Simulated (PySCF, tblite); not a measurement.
**C₂H₃ClGeP radical: geometry, infrared bands and EPR parameters**

What infrared bands and EPR parameters should C₂H₃ClGeP radical (`C#[C][Ge]([PH2])[Cl]`) show?

The runs use tblite 0.8.0 and PySCF 2.14.0, with density-fitted response routines of our own; the level of theory stands in each step. All values are computed, except where a source is named. Atoms count from 0, in the outputs and in this text.

**1. The starting structure**

8 atoms, charge 0, multiplicity 2; geometry from: force field or distance geometry start.

Bonds of the start (Å): C0–C1 1.24, C1–Ge2 1.88, Ge2–P3 2.28, Ge2–Cl4 2.16, C0–H5 1.06, P3–H6 1.46, P3–H7 1.46.

**2. Relaxing the molecule with GFN2-xTB**

The job: settings as JSON, then the geometry in Å.

```
{"job": {"kind": "relax", "xc": "GFN2-xTB", "basis": "xTB"}, "charge": 0, "multiplicity": 2}
C      2.534100    -0.310500    -0.413800
C      1.329700    -0.154800    -0.644200
Ge    -0.505500     0.044300    -0.997100
P     -1.634000    -1.014600     0.678700
Cl    -0.946300     2.158400    -0.850600
H      3.561900    -0.435500    -0.203700
H     -1.261500    -0.321500     1.911900
H     -3.069500    -0.852000     0.494300
```

Command:

```console
OMP_NUM_THREADS=1 python probes_run.py task.json out
```

This one command runs all jobs of the session in turn.

What it wrote:

```text
step      E/eV     max force
  0    -401.00317    3.972
  1    -400.96441    9.445
  2    -401.33580    1.432
  3    -401.45858    1.106
  4    -401.60838    1.244
  5    -401.63813    0.656
  6    -401.65260    0.483
  7    -401.66807    0.505
  8    -401.68017    0.556
  9    -401.68614    0.263
 10    -401.69008    0.226
 11    -401.69389    0.356
 12    -401.69790    0.387
 13    -401.70181    0.218
 14    -401.70527    0.260
 15    -401.70872    0.269
 16    -401.71176    0.294
 17    -401.71354    0.157
 18    -401.71448    0.082
 19    -401.71536    0.154
 20    -401.71662    0.212
 21    -401.71861    0.219
 22    -401.72091    0.167
 23    -401.72247    0.089
 24    -401.72308    0.060
 25    -401.72324    0.045
 26    -401.72336    0.036
 27    -401.72354    0.044
 28    -401.72379    0.074
 29    -401.72406    0.073
 30    -401.72430    0.058
 31    -401.72448    0.034
 32    -401.72457    0.034
 33    -401.72462    0.025
 34    -401.72467    0.026
 35    -401.72474    0.028
 36    -401.72486    0.063
 37    -401.72502    0.082
 38    -401.72516    0.066
 39    -401.72526    0.040
 40    -401.72536    0.053
 41    -401.72554    0.097
 42    -401.72588    0.146
 43    -401.72630    0.147
 44    -401.72655    0.082
 45    -401.72666    0.030
 46    -401.72672    0.044
 47    -401.72681    0.077
 48    -401.72700    0.109
 49    -401.72733    0.119
 50    -401.72771    0.088
 51    -401.72804    0.042
 52    -401.72834    0.065
 53    -401.72867    0.103
 54    -401.72865    0.160
 55    -401.72962    0.088
 56    -401.73069    0.073
 57    -401.72450    0.303
 58    -401.73079    0.053
 59    -401.73186    0.048
 60    -401.73103    0.425
 61    -401.73363    0.358
 62    -401.73754    0.056
 63    -401.73800    0.221
 64    -401.73913    0.100
 65    -401.74012    0.067
 66    -401.74273    0.160
 67    -401.74458    0.162
 68    -401.74787    0.201
 69    -401.75055    0.281
 70    -401.74364    0.532
 71    -401.74696    0.722
 72    -401.75165    0.273
 73    -401.75730    0.123
 74    -401.75901    0.139
 75    -401.76003    0.143
 76    -401.76075    0.093
 77    -401.76115    0.084
 78    -401.76148    0.077
 79    -401.76239    0.078
 80    -401.76338    0.097
 81    -401.76440    0.118
 82    -401.76539    0.146
 83    -401.76683    0.230
 84    -401.76893    0.260
 85    -401.77170    0.316
 86    -401.77434    0.110
 87    -401.77669    0.343
 88    -401.78078    0.246
 89    -401.78299    0.119
 90    -401.78101    0.471
 91    -401.78640    0.056
 92    -401.78779    0.073
 93    -401.78140    0.539
 94    -401.78921    0.085
 95    -401.79000    0.067
 96    -401.78890    0.349
 97    -401.79145    0.041
 98    -401.79200    0.042
 99    -401.79251    0.171
100    -401.79310    0.072
101    -401.79345    0.085
102    -401.79437    0.123
103    -401.79487    0.155
104    -401.79538    0.115
105    -401.79539    0.095
106    -401.79565    0.052
107    -401.79571    0.048
108    -401.79577    0.052
109    -401.79578    0.013
110    -401.79579    0.012
111    -401.79582    0.018
112    -401.79587    0.026
113    -401.79594    0.026
114    -401.79601    0.022
115    -401.79606    0.017
116    -401.79609    0.022
117    -401.79613    0.022
118    -401.79620    0.022
119    -401.79631    0.023
120    -401.79640    0.024
121    -401.79645    0.015
122    -401.79648    0.005
```

Run time: 0.54 s. Hardware: 1 thread of Arm Neoverse V2, shared host.

Along the way: (not every step is listed) (the energy doesn't fall at every step)

| step | energy from step 0 (eV) | largest force (eV/Å) |
| --- | --- | --- |
| 0 | 0.0000 | 3.9723 |
| 1 | 0.0388 | 9.4450 |
| 2 | -0.3326 | 1.4317 |
| 3 | -0.4554 | 1.1057 |
| 4 | -0.6052 | 1.2444 |
| 5 | -0.6350 | 0.6558 |
| 6 | -0.6494 | 0.4831 |
| 7 | -0.6649 | 0.5047 |
| 8 | -0.6770 | 0.5558 |
| 18 | -0.7113 | 0.0817 |
| 28 | -0.7206 | 0.0738 |
| 38 | -0.7220 | 0.0661 |
| 48 | -0.7238 | 0.1095 |
| 58 | -0.7276 | 0.0530 |
| 68 | -0.7447 | 0.2006 |
| 78 | -0.7583 | 0.0771 |
| 88 | -0.7776 | 0.2457 |
| 98 | -0.7888 | 0.0415 |
| 108 | -0.7926 | 0.0521 |
| 117 | -0.7930 | 0.0225 |
| 118 | -0.7930 | 0.0225 |
| 119 | -0.7931 | 0.0230 |
| 120 | -0.7932 | 0.0239 |
| 121 | -0.7933 | 0.0152 |
| 122 | -0.7933 | 0.0055 |

Close pairs (by a distance rule), those that changed most:

| bond | before (Å) | after (Å) | change (Å) |
| --- | --- | --- | --- |
| Ge2–P3 | 2.281 | 2.404 | +0.123 |
| C1–Ge2 | 1.879 | 1.957 | +0.077 |
| P3–H6 | 1.463 | 1.392 | -0.071 |
| P3–H7 | 1.456 | 1.391 | -0.065 |
| C0–C1 | 1.236 | 1.206 | -0.030 |
| Ge2–Cl4 | 2.165 | 2.160 | -0.004 |
| C0–H5 | 1.056 | 1.055 | -0.002 |

The end geometry stands in the next job.

**3. Harmonic vibrations with GFN2-xTB**

The job: settings as JSON, then the geometry in Å.

```
{"job": {"kind": "ir", "xc": "GFN2-xTB", "basis": "xTB"}, "charge": 0, "multiplicity": 2}
C      2.452621    -0.477829    -0.641291
C      1.296617    -0.135797    -0.612386
Ge    -0.586148     0.382545    -0.735183
P     -1.540497    -0.570851     1.254198
Cl    -0.423069     2.491994    -0.298036
H      3.466431    -0.766751    -0.612506
H     -2.800032    -0.038368     0.995001
H     -1.856866    -1.771026     0.625638
```

What it wrote:

```text
mode    cm-1     km/mol
  1      61.2      0.97
  2      86.0      3.99
  3      86.9      0.54
  4     106.0      7.36
  5     211.1      4.14
  6     246.5     13.77
  7     272.7      8.65
  8     336.6     79.31
  9     438.0     58.68
 10     583.0      4.67
 11     603.3     20.62
 12     665.5     28.74
 13     668.2     29.02
 14    1120.3     10.93
 15    2141.0     24.59
 16    2255.1     50.47
 17    2317.7    122.85
 18    3321.6      0.81
```

It took 0.16 s on 1 thread of Arm Neoverse V2, shared host.

Which atoms move in the most intense modes:

| cm⁻¹ | km/mol | atoms |
| --- | --- | --- |
| 337 | 79.3 | Cl4 63 %, Ge2 35 % |
| 438 | 58.7 | C0 35 %, C1 34 %, Ge2 27 % |
| 603 | 20.6 | H7 52 %, H6 37 % |
| 666 | 28.7 | H5 81 %, C0 17 % |
| 668 | 29.0 | H5 81 %, C0 17 % |
| 2141 | 24.6 | C1 54 %, C0 37 % |
| 2255 | 50.5 | H6 51 %, H7 46 % |
| 2318 | 122.8 | H7 51 %, H6 46 % |

**4. EPR parameters: B3LYP/def2-TZVP-core+pcH-1**

The job, as its differences from that of step 3:

```diff
@@ -1,2 +1,2 @@
-{"job": {"kind": "ir", "xc": "GFN2-xTB", "basis": "xTB"}, "charge": 0, "multiplicity": 2}
+{"job": {"kind": "epr", "basis": "pcH-1"}, "charge": 0, "multiplicity": 2}
 C      2.452621    -0.477829    -0.641291
```

Level: UKS B3LYP, def2-TZVP-core on Ge, pcH-1 on C Cl H P, non-relativistic, mean-field spin-orbit, GIAO.

What it wrote:

```text
UKS, coarse grid
  cycle   1  E = -2956.47925412  |g| = 1.37e+00
  cycle   2  E = -2956.28359110  |g| = 1.10e+00
  cycle   3  E = -2956.53033572  |g| = 4.65e-01
  cycle   4  E = -2956.59521863  |g| = 1.64e-01
  cycle   5  E = -2956.60785431  |g| = 5.47e-02
  cycle   6  E = -2956.60930026  |g| = 1.18e-02
  cycle   7  E = -2956.60939157  |g| = 3.05e-03
  cycle   8  E = -2956.60940085  |g| = 1.49e-03
  cycle   9  E = -2956.60940335  |g| = 4.31e-04
UKS, final grid
  cycle   1  E = -2956.60940777  |g| = 6.41e-04
  cycle   2  E = -2956.60940705  |g| = 1.36e-03
  cycle   3  E = -2956.60940797  |g| = 2.17e-04
  cycle   4  E = -2956.60940799  |g| = 3.66e-05
  cycle   5  E = -2956.60940800  |g| = 1.70e-05
E = -2956.60940800 Eh   <S^2> = 0.7559 (exact 0.7500)
g shifts (ppm)      1          2          3
  rmc          -200       -200       -200
  gc              5          6          3
  oz_so         380       4759      22104
  total         186       4565      21908
hyperfine (MHz)  atom isotope    a_iso     a_fc   dipolar eigenvalues
    0   13C      14.16      14.37     -7.41     -6.22     13.63
    1   13C      57.24      57.10     -6.91     -2.88      9.78
    2  73Ge    -281.31    -283.69    -45.05     20.80     24.25
    3   31P     -20.92     -21.22   -126.23   -113.04    239.27
    4  35Cl      12.36      10.62    -21.84    -19.33     41.18
    5    1H      -4.90      -4.88     -3.75     -0.75      4.50
    6    1H      -0.56      -0.63     -6.55      1.02      5.54
    7    1H      -0.25      -0.31     -6.58      1.03      5.55
```

It took 86 s on 1 thread of Arm Neoverse V2, shared host; peak memory 0.94 GiB.

Principal g values 2.00251, 2.00688, 2.02423; g(iso) = 2.01121, against 2.00232 for a free electron.

Hyperfine couplings; where a row names several nuclei, a(iso) is their mean (it holds for fast rotation or exchange) and the dipolar term the largest among them:

| nuclei | isotope | a(iso) (MHz) | a(iso) (G, at g = 2.0023) | largest dipolar term (MHz) |
| --- | --- | --- | --- | --- |
| Ge2 | 73Ge | -281.3 | -100.4 | -45.1 |
| C1 | 13C | 57.2 | 20.4 | 9.8 |
| P3 | 31P | -20.9 | -7.5 | 239.3 |
| C0 | 13C | 14.2 | 5.1 | 13.6 |
| Cl4 | 35Cl | 12.4 | 4.4 | 41.2 |
| H5 | 1H | -4.9 | -1.7 | 4.5 |
| H6, H7 | 1H | -0.4 | -0.1 | -6.6 |

Mulliken spin populations:

| atom | value (e) |
| --- | --- |
| C0 | 0.08 |
| C1 | 0.00 |
| Ge2 | 0.53 |
| P3 | 0.31 |
| Cl4 | 0.09 |
| H5 | 0.00 |
| H6 | -0.01 |
| H7 | -0.01 |

In first order the couplings over 0.8 MHz of 31P, 35Cl, 1H give 16 distinct lines over 22.4 G, if the averaged nuclei exchange fast.

Orbitals, density, ELF and potential are computed afterwards from the orbital file.

ELF in a plane through or near 5 of the atoms.

Values, 10 rows by 14 columns:
```
0.00 0.00 0.00 0.00 0.00 0.00 0.00 0.00 0.00 0.00 0.00 0.00 0.00 0.00
0.00 0.00 0.00 0.00 0.00 0.00 0.00 0.00 0.00 0.00 0.00 0.00 0.00 0.00
0.00 0.00 0.00 0.00 0.00 0.00 0.00 0.00 0.06 0.22 0.04 0.00 0.00 0.00
0.00 0.00 0.04 0.16 0.27 0.32 0.04 0.02 0.80 0.99 0.58 0.02 0.00 0.00
0.00 0.00 0.93 0.98 0.59 0.79 0.51 0.11 0.57 0.49 0.46 0.28 0.01 0.00
0.00 0.00 0.25 0.71 0.67 0.29 0.89 0.18 0.81 0.59 1.00 0.99 0.03 0.00
0.00 0.00 0.01 0.29 0.52 0.51 0.21 0.19 0.26 0.04 0.31 0.42 0.00 0.00
0.00 0.00 0.00 0.00 0.00 0.05 0.79 0.39 0.85 0.40 0.00 0.00 0.00 0.00
0.00 0.00 0.00 0.00 0.00 0.12 0.68 0.86 0.80 0.30 0.00 0.00 0.00 0.00
0.00 0.00 0.00 0.00 0.00 0.00 0.06 0.17 0.11 0.01 0.00 0.00 0.00 0.00
```
The map spans 12.2 Å across and 10.4 Å up, centred on the molecule. Atoms in the plane (x, y in Å): C0 (-2.5, 0.3), C1 (-1.4, 0.0), Cl4 (0.4, -2.6), H5 (-3.5, 0.7), H6 (3.0, 0.0).

On the surface of density 0.002 e/bohr³ the electrostatic potential runs, from the 1st to the 99th percentile, from -0.87 V near C1 to 1.47 V near H5.

The spin density lies nearest to Ge2 50 %; P3 24 %; Cl4 10 %.

**5. Summary of results**

```
                                 quantity                    value
strongest single infrared mode (GFN2-xTB)    2318 cm⁻¹, 123 km/mol
             zero-point energy (GFN2-xTB)            22.2 kcal/mol
                           g(iso) (B3LYP)                  2.01121
                                     ⟨S²⟩       0.756 (exact 0.75)
       largest a(iso) (averaged by class)  73Ge on Ge2, -281.3 MHz
    surface potential, 1st and 99th percentile       -0.87 V and 1.47 V
```

What this shows: The optimisation took 122 steps and gained 0.793 eV; among the close pairs (by a distance rule), Ge2–P3 changed most, from 2.281 to 2.404 Å. No mode is imaginary among the 18: a minimum at this level. The strongest single mode, at 2318 cm⁻¹, moves mainly H7 and H6. GFN2-xTB is a fitted tight-binding method: band positions and strengths are rough. Its intensities can rank the bands wrongly. Ge2 carries the largest spin population, 0.53 e. The isotropic g lies 8.9 ppt above the free-electron value. The hyperfine terms hold no scalar relativity, which the heavier nuclei need.
